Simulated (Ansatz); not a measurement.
# Si23SbC24: the cost of one run

Program: Ansatz 0.2.0. Level of theory: DFT, PBE, plane-wave PAW, default files, scalar-relativistic, as far as a step names no other. These are calculated values, not measurements.

## Step 1: Starting point

It takes space group P1 (No. 1, triclinic). The conventional cell has a = 6.152 Å, b = 8.138 Å, c = 10.096 Å, α = 90.00°, β = 90.00°, γ = 100.89°. Sb (site symmetry 1) has 4 C at 1.82 to 1.91 Å as nearest neighbours. Si (site symmetry 1) is surrounded by 4 C at 1.87 to 1.94 Å. Only part of the 48 independent sites is listed.

Structure file:

```cif
data_structure
_symmetry_space_group_name_H-M 'P1'
_symmetry_Int_Tables_number 1
_cell_length_a 6.1520
_cell_length_b 8.1383
_cell_length_c 10.0960
_cell_angle_alpha 90.000
_cell_angle_beta 90.000
_cell_angle_gamma 100.893
_cell_volume 496.37
loop_
_atom_site_label
_atom_site_type_symbol
_atom_site_symmetry_multiplicity
_atom_site_Wyckoff_symbol
_atom_site_fract_x
_atom_site_fract_y
_atom_site_fract_z
_atom_site_occupancy
Sb1 Sb 1 a 0.94444 0.77778 0.98811 1
Si1 Si 1 a 0.94444 0.77778 0.50000 1
Si2 Si 1 a 0.61111 0.44444 0.00000 1
Si3 Si 1 a 0.61111 0.44444 0.50000 1
Si4 Si 1 a 0.27778 0.11111 0.00000 1
Si5 Si 1 a 0.27778 0.11111 0.50000 1
Si6 Si 1 a 0.44444 0.77778 0.00000 1
Si7 Si 1 a 0.44444 0.77778 0.50000 1
Si8 Si 1 a 0.11111 0.44444 0.00000 1
Si9 Si 1 a 0.11111 0.44444 0.50000 1
Si10 Si 1 a 0.77778 0.11111 0.00000 1
Si11 Si 1 a 0.77778 0.11111 0.50000 1
Si12 Si 1 a 0.22222 0.88889 0.75000 1
Si13 Si 1 a 0.22222 0.88889 0.25000 1
Si14 Si 1 a 0.88889 0.55556 0.75000 1
Si15 Si 1 a 0.88889 0.55556 0.25000 1
Si16 Si 1 a 0.55556 0.22222 0.75000 1
Si17 Si 1 a 0.55556 0.22222 0.25000 1
Si18 Si 1 a 0.72222 0.88889 0.75000 1
Si19 Si 1 a 0.72222 0.88889 0.25000 1
Si20 Si 1 a 0.38889 0.55556 0.75000 1
Si21 Si 1 a 0.38889 0.55556 0.25000 1
Si22 Si 1 a 0.05556 0.22222 0.75000 1
Si23 Si 1 a 0.05556 0.22222 0.25000 1
C1 C 1 a 0.94444 0.77778 0.80750 1
C2 C 1 a 0.94444 0.77778 0.30750 1
C3 C 1 a 0.61111 0.44444 0.80750 1
C4 C 1 a 0.61111 0.44444 0.30750 1
C5 C 1 a 0.27778 0.11111 0.80750 1
C6 C 1 a 0.27778 0.11111 0.30750 1
C7 C 1 a 0.44444 0.77778 0.80750 1
C8 C 1 a 0.44444 0.77778 0.30750 1
C9 C 1 a 0.11111 0.44444 0.80750 1
C10 C 1 a 0.11111 0.44444 0.30750 1
C11 C 1 a 0.77778 0.11111 0.80750 1
C12 C 1 a 0.77778 0.11111 0.30750 1
C13 C 1 a 0.22222 0.88889 0.55750 1
C14 C 1 a 0.22222 0.88889 0.05750 1
C15 C 1 a 0.88889 0.55556 0.55750 1
C16 C 1 a 0.88889 0.55556 0.05750 1
C17 C 1 a 0.55556 0.22222 0.55750 1
C18 C 1 a 0.55556 0.22222 0.05750 1
C19 C 1 a 0.72222 0.88889 0.55750 1
C20 C 1 a 0.72222 0.88889 0.05750 1
C21 C 1 a 0.38889 0.55556 0.55750 1
C22 C 1 a 0.38889 0.55556 0.05750 1
C23 C 1 a 0.05556 0.22222 0.55750 1
C24 C 1 a 0.05556 0.22222 0.05750 1
```

Atom 1 of the input is the impurity.

## Step 2: Relaxation of the positions

File input.yaml:

```yaml
crystal:
  lattice:
    - [6.152, 0.0, 0.0]
    - [-4.614, 7.991682426, 0.0]
    - [0.0, 0.0, 10.096]
  atoms:
    - { symbol: Sb, position: [0.1666666666, 0.2222222222, 0.0118858954], spin: 1.0 }
    - { symbol: Si, position: [0.1666666666, 0.2222222222, 0.5] }
    - { symbol: Si, position: [0.1666666666, 0.5555555556, 0.0] }
    - { symbol: Si, position: [0.1666666666, 0.5555555556, 0.5] }
    - { symbol: Si, position: [0.1666666666, 0.8888888889, 0.0] }
    - { symbol: Si, position: [0.1666666666, 0.8888888889, 0.5] }
    - { symbol: Si, position: [0.6666666666, 0.2222222222, 0.0] }
    - { symbol: Si, position: [0.6666666666, 0.2222222222, 0.5] }
    - { symbol: Si, position: [0.6666666666, 0.5555555556, 0.0] }
    - { symbol: Si, position: [0.6666666666, 0.5555555556, 0.5] }
    - { symbol: Si, position: [0.6666666666, 0.8888888889, 0.0] }
    - { symbol: Si, position: [0.6666666666, 0.8888888889, 0.5] }
    - { symbol: Si, position: [0.3333333334, 0.1111111111, 0.25] }
    - { symbol: Si, position: [0.3333333334, 0.1111111111, 0.75] }
    - { symbol: Si, position: [0.3333333334, 0.4444444444, 0.25] }
    - { symbol: Si, position: [0.3333333334, 0.4444444444, 0.75] }
    - { symbol: Si, position: [0.3333333334, 0.7777777778, 0.25] }
    - { symbol: Si, position: [0.3333333334, 0.7777777778, 0.75] }
    - { symbol: Si, position: [0.8333333334, 0.1111111111, 0.25] }
    - { symbol: Si, position: [0.8333333334, 0.1111111111, 0.75] }
    - { symbol: Si, position: [0.8333333334, 0.4444444444, 0.25] }
    - { symbol: Si, position: [0.8333333334, 0.4444444444, 0.75] }
    - { symbol: Si, position: [0.8333333334, 0.7777777778, 0.25] }
    - { symbol: Si, position: [0.8333333334, 0.7777777778, 0.75] }
    - { symbol: C, position: [0.1666666666, 0.2222222222, 0.1925] }
    - { symbol: C, position: [0.1666666666, 0.2222222222, 0.6925] }
    - { symbol: C, position: [0.1666666666, 0.5555555556, 0.1925] }
    - { symbol: C, position: [0.1666666666, 0.5555555556, 0.6925] }
    - { symbol: C, position: [0.1666666666, 0.8888888889, 0.1925] }
    - { symbol: C, position: [0.1666666666, 0.8888888889, 0.6925] }
    - { symbol: C, position: [0.6666666666, 0.2222222222, 0.1925] }
    - { symbol: C, position: [0.6666666666, 0.2222222222, 0.6925] }
    - { symbol: C, position: [0.6666666666, 0.5555555556, 0.1925] }
    - { symbol: C, position: [0.6666666666, 0.5555555556, 0.6925] }
    - { symbol: C, position: [0.6666666666, 0.8888888889, 0.1925] }
    - { symbol: C, position: [0.6666666666, 0.8888888889, 0.6925] }
    - { symbol: C, position: [0.3333333334, 0.1111111111, 0.4425] }
    - { symbol: C, position: [0.3333333334, 0.1111111111, 0.9425] }
    - { symbol: C, position: [0.3333333334, 0.4444444444, 0.4425] }
    - { symbol: C, position: [0.3333333334, 0.4444444444, 0.9425] }
    - { symbol: C, position: [0.3333333334, 0.7777777778, 0.4425] }
    - { symbol: C, position: [0.3333333334, 0.7777777778, 0.9425] }
    - { symbol: C, position: [0.8333333334, 0.1111111111, 0.4425] }
    - { symbol: C, position: [0.8333333334, 0.1111111111, 0.9425] }
    - { symbol: C, position: [0.8333333334, 0.4444444444, 0.4425] }
    - { symbol: C, position: [0.8333333334, 0.4444444444, 0.9425] }
    - { symbol: C, position: [0.8333333334, 0.7777777778, 0.4425] }
    - { symbol: C, position: [0.8333333334, 0.7777777778, 0.9425] }
magnetization:
  spin_polarized: true
kpoints:
  mp_grid: { grid: [4, 3, 2] }
scf:
  occupations: { method: fermi_dirac, width: 0.01 }
hamiltonian:
  xc: pbe
  pseudopotentials: { kind: paw }
output:
  forces: true
  stress: true
  populations: true
  efg: { quadrupole_moments_barn: { Sb: -0.543 }, contact_densities: true }
relax:
  f_tol: 0.03
  max_steps: 40
```

Command:

```console
$ ansatz run input.yaml --threads 4 --pin off --max-ram 10240MiB --backend cpu --events-out ev --progress --plain --runs-dir out
```

What time and memory should one allow on 4 threads of AMD EPYC 9R14 (Zen 4), shared host?

About 2.5 min, with a peak of 3 GiB.
